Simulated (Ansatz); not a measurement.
# C2H6GeOS: ladder of methods at one geometry in Python

How do the methods compare on C2H6GeOS, in result and in cost? Aim: a ladder of methods at one geometry, for C2H6GeOS, run from a script.

Computed with the Python package of Ansatz 0.2.0. The levels of theory stand in the script.

**1. The structure**

Bond lengths: C1–O2 1.379 Å, O2–Ge3 1.775 Å, Ge3–S4 2.313 Å, S4–C5 1.870 Å, C1–H6 1.149 Å, C1–H7 1.142 Å, C1–H8 1.048 Å, C5–H9 1.142 Å, C5–H10 1.098 Å, C5–H11 1.083 Å. Angles (14 of 15 angles, heavy atoms first): C1–O2–Ge3 105.6°, O2–Ge3–S4 109.7°, Ge3–S4–C5 90.5°, O2–C1–H6 107.2°, O2–C1–H7 108.9°, O2–C1–H8 114.0°, S4–C5–H9 108.3°, S4–C5–H10 106.4°, S4–C5–H11 110.6°, H6–C1–H7 102.9°, H6–C1–H8 110.1°, H7–C1–H8 113.0°, H9–C5–H10 108.3°, H9–C5–H11 110.6°.

The script holds or builds the structure itself.

**2. The script**

methods_c2h6geos.py

```python
"""One geometry of C2H6GeOS, method by method."""

from pathlib import Path

import ansatz as az
import numpy as np

params = {
    "basis_set": "def2-SVP",
}

GEOMETRY = """
C    -1.62080    0.80780   -0.47910
O    -0.42840    1.49430   -0.56400
Ge    0.32130    1.35000    1.03880
S     2.34760    0.24950    0.85390
C     1.47680   -1.28220    0.22600
H    -2.16420    0.94510   -1.48210
H    -2.30670    1.34640    0.25850
H    -1.51150   -0.21230   -0.26640
H     0.74140   -1.63000    1.02750
H     2.25110   -2.05240    0.11000
H     0.95890   -1.07320   -0.70240
"""


def main() -> None:
    molecule = az.Crystal.molecule()
    for line in GEOMETRY.strip().splitlines():
        symbol, *xyz = line.split()
        molecule = molecule.atom(symbol, [float(v) for v in xyz])

    model = molecule.calculation().basis(gaussian=params["basis_set"])

    print("functional    E (Ha)        dipole (D)   HOMO (eV)  LUMO (eV)")
    for name in ["hse06", "cam_b3lyp", "blyp", "lda"]:
        rep = model.functional(name).forces().orbitals().run(threads=1, runs_dir="runs").report
        lines = Path(rep["orbitals_path"]).read_text().splitlines()
        field_of = lambda key: [line.split("=")[1].strip() for line in lines if line.startswith(key)]
        orbitals = [(27.211386 * float(e), s, float(n)) for e, s, n in zip(field_of("Ene="), field_of("Spin="), field_of("Occup="))]
        homo = max(e for e, _, n in orbitals if n > 0.5)
        lumo = min(e for e, _, n in orbitals if n < 0.5)
        dipole = 4.803205 * np.linalg.norm(rep["charge_distribution"]["dipole_moment_e_ang"])
        print(f"{name:10s} {rep['free_energy_ev'] / 27.211386246:14.6f} {dipole:9.3f} {homo:11.3f} {lumo:10.3f}")


if __name__ == "__main__":
    main()
```

**3. What the engine is handed**

The package turns the script's settings into the engine's input (first run):

```yaml
crystal:
  periodic: [false, false, false]
  atoms:
    - { symbol: C, position_ang: [-1.6208, 0.8078, -0.4791] }
    - { symbol: O, position_ang: [-0.4284, 1.4943, -0.564] }
    - { symbol: Ge, position_ang: [0.3213, 1.35, 1.0388] }
    - { symbol: S, position_ang: [2.3476, 0.2495, 0.8539] }
    - { symbol: C, position_ang: [1.4768, -1.2822, 0.226] }
    - { symbol: H, position_ang: [-2.1642, 0.9451, -1.4821] }
    - { symbol: H, position_ang: [-2.3067, 1.3464, 0.2585] }
    - { symbol: H, position_ang: [-1.5115, -0.2123, -0.2664] }
    - { symbol: H, position_ang: [0.7414, -1.63, 1.0275] }
    - { symbol: H, position_ang: [2.2511, -2.0524, 0.11] }
    - { symbol: H, position_ang: [0.9589, -1.0732, -0.7024] }
basis:
  gaussian:
    orbitals: def2-SVP
hamiltonian:
  xc: hse06
output:
  orbitals: {}
  forces: true
```

**4. Running it**

Run with:

```console
python methods_c2h6geos.py
```

Standard output:

```text
functional    E (Ha)        dipole (D)   HOMO (eV)  LUMO (eV)
hse06        -2629.135572     2.474      -5.909     -2.890
cam_b3lyp    -2629.779828     2.417      -7.487     -1.440
blyp         -2629.722379     2.232      -4.960     -3.067
lda          -2623.907091     2.396      -5.263     -3.434
```

Run time: 17 s. Hardware: 1 thread of Intel Xeon 6975P-C (Granite Rapids), shared host; peak memory 0.42 GiB.

**5. What changed from run to run**

The engine's inputs for the other runs:

Run 2, against run 1:

```diff
@@ -19 +19 @@
-  xc: hse06
+  xc: cam_b3lyp
```

Run 3, against run 1:

```diff
@@ -19 +19 @@
-  xc: hse06
+  xc: blyp
```

Run 4, against run 1:

```diff
@@ -19 +19 @@
-  xc: hse06
+  xc: lda
```

Lines on the test bed's own set-up are left out of the output.

**6. The engine's runs**

From the records of these 4 runs:

```csv
run,functional,energy (eV),SCF cycles,CPU time (s)
1,hse06,-71542.4236,19,5.1
2,cam_b3lyp,-71559.9546,22,6.7
3,blyp,-71558.3914,20,2.9
4,lda,-71400.1493,20,1.9
```

Totals under unlike functionals or potentials can't be compared directly.

The fields below are those of run 1.

**7. Orbitals and fields**

The fields below are evaluated on a grid from the run's orbitals.

Frontier orbitals at HSE06/def2-SVP, with the share of their density that lies nearest to each atom:

| orbital | energy (eV) | lies on |
| --- | --- | --- |
| HOMO | -5.91 | S4 53 %; Ge3 28 %; O2 10 % |
| LUMO | -2.89 | Ge3 70 %; O2 7 % |

ELF in a plane through or near 4 of the atoms.

Values, 10 rows by 14 columns:
```
0.00 0.00 0.00 0.00 0.00 0.00 0.00 0.00 0.00 0.00 0.00 0.00 0.00 0.00
0.00 0.00 0.00 0.00 0.00 0.00 0.00 0.00 0.00 0.00 0.00 0.00 0.00 0.00
0.00 0.00 0.00 0.01 0.01 0.01 0.00 0.00 0.02 0.01 0.01 0.00 0.00 0.00
0.00 0.00 0.47 0.85 0.21 0.35 0.16 0.03 0.85 0.21 0.54 0.32 0.00 0.00
0.00 0.02 0.95 1.00 0.46 0.74 0.53 0.02 0.94 0.56 0.82 0.26 0.00 0.00
0.00 0.00 0.01 0.22 0.72 0.65 0.06 0.17 0.43 0.40 0.70 0.14 0.00 0.00
0.00 0.00 0.13 0.70 0.27 0.46 0.39 0.29 0.42 0.23 0.04 0.07 0.00 0.00
0.00 0.00 0.31 0.87 0.60 0.75 0.36 0.43 0.25 0.12 0.00 0.00 0.00 0.00
0.00 0.00 0.03 0.45 0.51 0.25 0.18 0.56 0.84 0.36 0.03 0.00 0.00 0.00
0.00 0.00 0.00 0.00 0.02 0.01 0.01 0.19 0.29 0.05 0.00 0.00 0.00 0.00
```
The map spans 11.1 Å across and 8.6 Å up, centred on the molecule. Atoms in the plane (x, y in Å): C1 (1.9, 0.2), S4 (-2.0, -1.5), C5 (-1.9, 0.3), H10 (-3.0, 0.7).

log10 of the density (e/Å³) in the same plane.

Ten even steps from '0' (-4.0) to '9' (1.6):
```
0000000000000000000000000000
0000000000000000000000000000
0000000000000000000000000000
0000000001000000011000000000
0000011222221111222221100000
0000223333332223333333210000
0011344555544334555444321000
0012456666654445666655421000
0012457777765445677765431000
0012456789765445679765431000
0012345677665556677765431000
0001345677665666776654321000
0002345678766787665543320000
0012356789766898665432210000
0002345677766788654432100000
0001345566655666554321000000
0000234455444555543321000000
0000123333333444432210000000
0000001222222333322100000000
0000000000111222211000000000
```
The map spans 11.1 Å across and 8.6 Å up, centred on the molecule. Atoms in the plane (x, y in Å): C1 (1.9, 0.2), S4 (-2.0, -1.5), C5 (-1.9, 0.3), H10 (-3.0, 0.7).

On the surface of density 0.002 e/bohr³ the electrostatic potential runs, from the 1st to the 99th percentile, from -1.32 V near O2 to 1.75 V near Ge3.

**8. Summary of results**

| quantity | value |
| --- | --- |
| runs compared | 4 |
| HOMO-LUMO gap of the mean field (HSE06/def2-SVP) | 3.02 eV |

**Reading.** All 4 runs converged, in 19 to 22 cycles. What to keep in mind:
- The geometry is a force-field or estimated start, not a minimum of this method, and the basis set is short of its limit. A lower total doesn't mark the better method: functionals have no common bound, and MP2 and coupled cluster aren't variational.
- Levels such as HOMO and LUMO are orbital energies: with these approximate functionals they aren't the ionisation energy and electron affinity, and their gap isn't the fundamental gap.
- hse06 follows the composition of plane-wave codes, whose totals differ by tens of mHa, up to about 0.1 Ha, from the form usual in Gaussian-basis programs (wpbeh).
